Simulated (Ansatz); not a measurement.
# InH3 (SMILES [H][In]([H])[H]) at CCSDT(Q)/STO-3G

What is the energy change on altering one bond length of InH3 at CCSDT(Q)/STO-3G? 

Program for the calculation: Ansatz 0.2.0.

27 further runs of the same task are left out: 1 that didn't finish, 26 set aside as unsound or not needed.

## 1. The molecule

InH3: 4 atoms, total charge 0, spin state singlet. As SMILES, `[H][In]([H])[H]`. The shape comes from GFN2-xTB, which is rough for such elements, and wasn't checked as a minimum.

Bond lengths: In1–H2 1.719 Å, In1–H3 1.719 Å, In1–H4 1.718 Å. Angles: H2–In1–H3 120.0°, H2–In1–H4 120.1°, H3–In1–H4 119.9°.

## 2. A single-point energy at CCSDT(Q)/STO-3G

Input file input.yaml:

```yaml
crystal:
  periodic: [false, false, false]
  atoms:
    - {symbol: In, position_ang: [0.000640, -0.000740, -0.000540]}
    - {symbol: H, position_ang: [1.718930, -0.027790, 0.013510]}
    - {symbol: H, position_ang: [-0.834510, 1.501400, -0.017780]}
    - {symbol: H, position_ang: [-0.885060, -1.472880, 0.004810]}
basis:
  gaussian:
    orbitals: STO-3G
correlation:
  method: ccsdt_q
  frozen_orbitals: {H: 0, In: 18}
accuracy: high
scf:
  omitted_lower_state_checks: [cluster_reference, increment]
```

Launch:

```
$ ansatz run input.yaml --threads 1 --pin off --max-ram 2610MiB --events-out events.jsonl --progress --plain --runs-dir runs
```

The program printed:

```text
Warning: RAYON_NUM_THREADS=1 ignored (pool sized by the plan → 1); use --threads N
Functional definition: HF
  name "HF"
  exchange = exact_x
  correlation = 0
these checks for a lower state are left out or cut short: cluster_reference, increment
527 factors; integrals over basis functions are off by at most 4.0e-9 eV
mean field evaluation 1: about -154684.9961 eV, gradient 7.8e0 eV
mean field evaluation 2: about -154684.9830 eV, gradient 7.8e0 eV
mean field evaluation 4: about -154685.3860 eV, gradient 1.4e-1 eV
mean field evaluation 8: about -154685.3866 eV, gradient 8.7e-5 eV
mean field -154685.38664247 eV, -5684.5831095898 hartree, gradient 1.1e-8 eV, S^2 0.000000; 0 other end points of the search recorded, 0 dependent functions left out
18 core orbitals not correlated: weight in the atoms' cores, before any rotation towards them, 1.000 or more for the frozen orbitals, at most 0.000 for the correlated occupied ones
reference -154685.38664247 eV, -5684.5831095898 hartree; 8, 8 occupied and 4, 4 virtual orbitals, 527 factors
second order -0.92232562 eV of doubles, -0.00000000 eV of singles
cycle   1  -1.21902768 eV  change   -3.0e-1 eV  update   5.1e-2
cycle   2  -1.40744615 eV  change   -1.9e-1 eV  update   2.1e-2
cycle   3  -1.41099210 eV  change   -3.5e-3 eV  update   3.4e-3
cycle   4  -1.41303553 eV  change   -2.0e-3 eV  update   1.4e-3
cycle   5  -1.41330574 eV  change   -2.7e-4 eV  update   3.4e-4
cycle   6  -1.41313010 eV  change    1.8e-4 eV  update   1.0e-4
cycle   7  -1.41311641 eV  change    1.4e-5 eV  update   2.7e-5
cycle   8  -1.41313253 eV  change   -1.6e-5 eV  update   6.1e-6
cycle   9  -1.41313070 eV  change    1.8e-6 eV  update   1.5e-6
cycle  10  -1.41313107 eV  change   -3.7e-7 eV  update   4.6e-7
cycle  11  -1.41313088 eV  change    1.8e-7 eV  update   1.5e-7
cycle  12  -1.41313093 eV  change   -4.4e-8 eV  update   4.3e-8
cycle  13  -1.41313092 eV  change    8.9e-9 eV  update   1.4e-8
cycle  14  -1.41313053 eV  change    3.9e-7 eV  update   7.8e-8
cycle  15  -1.41313035 eV  change    1.8e-7 eV  update   2.7e-8
cycle  16  -1.41313033 eV  change    2.2e-8 eV  update   5.8e-9
cycle  17  -1.41313033 eV  change   -1.7e-9 eV  update   2.1e-9
cycle  18  -1.41313033 eV  change  -9.0e-10 eV  update  6.3e-10
perturbative correction -0.00067364 eV, -0.0000247558 hartree
Total energy: -154686.80044643 eV, -5684.6350659272 hartree
Checks for a lower state left out: cluster_reference, increment
```

Run time: 0.28 s. Hardware: 1 thread of AMD EPYC 9R45 (Zen 5), shared host.

## 3. The distorted shape, same level

Input file input.yaml:

```yaml
crystal:
  periodic: [false, false, false]
  atoms:
    - {symbol: In, position_ang: [-0.428932, 0.006022, -0.004052]}
    - {symbol: H, position_ang: [1.718930, -0.027790, 0.013510]}
    - {symbol: H, position_ang: [-1.264082, 1.508162, -0.021292]}
    - {symbol: H, position_ang: [-1.314632, -1.466118, 0.001298]}
basis:
  gaussian: {orbitals: STO-3G}
correlation: {method: ccsdt_q, frozen_orbitals: {H: 0, In: 18}}
accuracy: high
scf: {omitted_lower_state_checks: [cluster_reference, increment]}
```

Launch:

```
$ ansatz run input.yaml --threads 1 --pin off --max-ram 2610MiB --events-out events.jsonl --progress --plain --runs-dir runs
```

The program printed:

```text
Warning: RAYON_NUM_THREADS=1 ignored (pool sized by the plan → 1); use --threads N
[... 4 set-up lines as earlier in the session ...]
these checks for a lower state are left out or cut short: cluster_reference, increment
527 factors; integrals over basis functions are off by at most 4.0e-9 eV
mean field evaluation 1: about -154683.3592 eV, gradient 9.0e0 eV
mean field evaluation 2: about -154683.3396 eV, gradient 8.9e0 eV
mean field evaluation 4: about -154683.9250 eV, gradient 3.0e-1 eV
mean field evaluation 8: about -154683.9256 eV, gradient 2.0e-4 eV
mean field -154683.92559139 eV, -5684.5294169531 hartree, gradient 2.3e-8 eV, S^2 0.000000; 0 other end points of the search recorded, 0 dependent functions left out
18 core orbitals not correlated: weight in the atoms' cores, before any rotation towards them, 1.000 or more for the frozen orbitals, at most 0.000 for the correlated occupied ones
reference -154683.92559139 eV, -5684.5294169531 hartree; 8, 8 occupied and 4, 4 virtual orbitals, 527 factors
second order -1.07822952 eV of doubles, -0.00000000 eV of singles
cycle   1  -1.45966158 eV  change   -3.8e-1 eV  update   6.5e-2
cycle   2  -1.73271746 eV  change   -2.7e-1 eV  update   2.9e-2
cycle   3  -1.73533537 eV  change   -2.6e-3 eV  update   4.4e-3
cycle   4  -1.73858836 eV  change   -3.3e-3 eV  update   1.9e-3
cycle   5  -1.73934005 eV  change   -7.5e-4 eV  update   5.5e-4
cycle   6  -1.73892685 eV  change    4.1e-4 eV  update   1.8e-4
cycle   7  -1.73895614 eV  change   -2.9e-5 eV  update   5.4e-5
cycle   8  -1.73900947 eV  change   -5.3e-5 eV  update   1.6e-5
cycle   9  -1.73898949 eV  change    2.0e-5 eV  update   4.4e-6
cycle  10  -1.73898967 eV  change   -1.8e-7 eV  update   1.4e-6
cycle  11  -1.73898892 eV  change    7.5e-7 eV  update   5.3e-7
cycle  12  -1.73898943 eV  change   -5.1e-7 eV  update   1.9e-7
cycle  13  -1.73898947 eV  change   -4.6e-8 eV  update   5.4e-8
cycle  14  -1.73898942 eV  change    5.0e-8 eV  update   2.0e-8
cycle  15  -1.73898868 eV  change    7.5e-7 eV  update   1.7e-7
cycle  16  -1.73898820 eV  change    4.8e-7 eV  update   6.8e-8
cycle  17  -1.73898820 eV  change    2.5e-9 eV  update   1.0e-8
cycle  18  -1.73898820 eV  change   -1.5e-9 eV  update   4.6e-9
cycle  19  -1.73898820 eV  change   -1.4e-9 eV  update   1.8e-9
perturbative correction -0.00097317 eV, -0.0000357633 hartree
Total energy: -154685.66555276 eV, -5684.5933593540 hartree
Checks for a lower state left out: cluster_reference, increment
```

Wall time 0.28 s (1 thread of AMD EPYC 9R45 (Zen 5), shared host).

## 4. Summary of results

Level: CCSDT(Q)/STO-3G, 18 core orbitals frozen.

```
                                                          quantity           value
                                         first shape: total energy  -5684.63507 Eh
         first shape: correlation energy (18 core orbitals frozen)       -52.0 mEh
                                        first shape: T1 diagnostic           0.005
                                     distorted shape: total energy  -5684.59336 Eh
     distorted shape: correlation energy (18 core orbitals frozen)       -63.9 mEh
                                    distorted shape: T1 diagnostic           0.007
energy change with the In1–H2 bond stretched from 1.719 to 2.148 Å        1.135 eV
```

With the In1–H2 bond stretched from 1.719 to 2.148 Å the energy rises by 1.13 eV (110 kJ/mol). The first shape isn't relaxed at this level, so the change isn't measured from a minimum. The minimal basis adds a large error of its own. Relativity is left out (first shape) although the molecule holds a heavy atom. Relativity is left out (distorted shape) although the molecule holds a heavy atom.
